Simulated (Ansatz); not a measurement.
**CaPd5: properties at the relaxed cell**

An exercise on one series of results from a longer session: the logs are not shown, and one member is left open.

Program: Ansatz 0.2.0. Level of theory: DFT r2SCAN, scalar-relativistic, plane waves, PAW. These are calculated values, not measurements.

**The starting structure**

Symmetry: P6/mmm, No. 191, hexagonal system. The conventional cell has a = 5.299 Å, b = 5.299 Å, c = 4.417 Å, α = 90.00°, β = 90.00°, γ = 120.00°. Ca (site symmetry 6/mmm) is surrounded by 18 Pd at 3.06 to 3.45 Å. Pd (site symmetry mmm) is surrounded by 8 Pd at 2.65 to 2.69 Å. Pd (site symmetry -6m2) has 9 Pd at 2.69 to 3.06 Å and 3 Ca at 3.06 Å in its first shell of neighbours.

Structure file:

```
Ca Pd
1.0
     5.29868    0.00000    0.00000
    -2.64934    4.58879    0.00000
     0.00000    0.00000    4.41746
Ca Pd
1 5
Direct
  0.00000 0.00000 0.00000
  0.50000 0.00000 0.50000
  0.50000 0.50000 0.50000
  0.00000 0.50000 0.50000
  0.33333 0.66667 0.00000
  0.66667 0.33333 0.00000
```

This cell was relaxed beforehand with the same method: volume 17.90 Å³/atom, gap on the mesh none (metal).

The first run:

Contents of input.yaml:

```yaml
crystal:
  lattice:
    - [5.245152801, 0.0, 0.0]
    - [-2.6225764005, 4.5424355724, 0.0]
    - [0.0, 0.0, 4.3728338784]
  atoms:
    - { symbol: Ca, position: [0.0, 0.0, 0.0] }
    - { symbol: Pd, position: [0.5, 0.0, 0.5] }
    - { symbol: Pd, position: [0.5, 0.5, 0.5] }
    - { symbol: Pd, position: [0.0, 0.5, 0.5] }
    - { symbol: Pd, position: [0.3333333333, 0.6666666667, 0.0] }
    - { symbol: Pd, position: [0.6666666667, 0.3333333333, 0.0] }
basis:
  ecutwfc: 500
kpoints:
  mp_grid: { grid: [12, 12, 8] }
hamiltonian:
  xc: r2scan
scf:
  occupations: { method: gaussian, width: 0.1 }
output:
  forces: true
  stress: true
  eigenvalues: true
relax:
  adjacent_minimum: "off"
  f_tol: 0.01
  max_steps: 30
  cell: { stress_tol: 0.1, fix: [volume] }
```

The run is started by

```sh
$ ansatz run input.yaml --threads 1 --pin off --max-ram 2560MiB --backend cpu --events-out ev --progress --plain --runs-dir out
```

Steps of the session up to this table: Volume × 0.97; Volume × 1.03; Point at V/V0 = 0.94; The cell scaled to 1.06 of its volume; Volume × 0.91.

One of the session's tables, all rows but one given; the rest of the session is left out.

It belongs to the step «Fit of the equation of state». 

```
volume (Å³/atom)  energy above the lowest point (meV/atom)  pressure (GPa)
          16.290                                      70.0           15.36
          16.827                                      29.0            9.27
          17.364                                       6.8            4.21
          17.901                                       0.0           -0.01
          18.438                                         ?               ?
          18.975                                      22.9           -6.39
```

Q: Estimate the row for volume (Å³/atom) = 18.438 from the others.

Worked estimate for «energy above the lowest point (meV/atom)». A straight line through the neighbours (17.901, 0.0) and (18.975, 22.9) gives 0.0 + (22.9 − 0.0) × (18.438 − 17.901) / (18.975 − 17.901) = 11.4; a parabola fitted to 3 rows on both sides gives 5.4.

As computed: energy above the lowest point (meV/atom): 6.1; pressure (GPa): -3.50. In «energy above the lowest point (meV/atom)» the line misses by +5.3 and the parabola by -0.7.
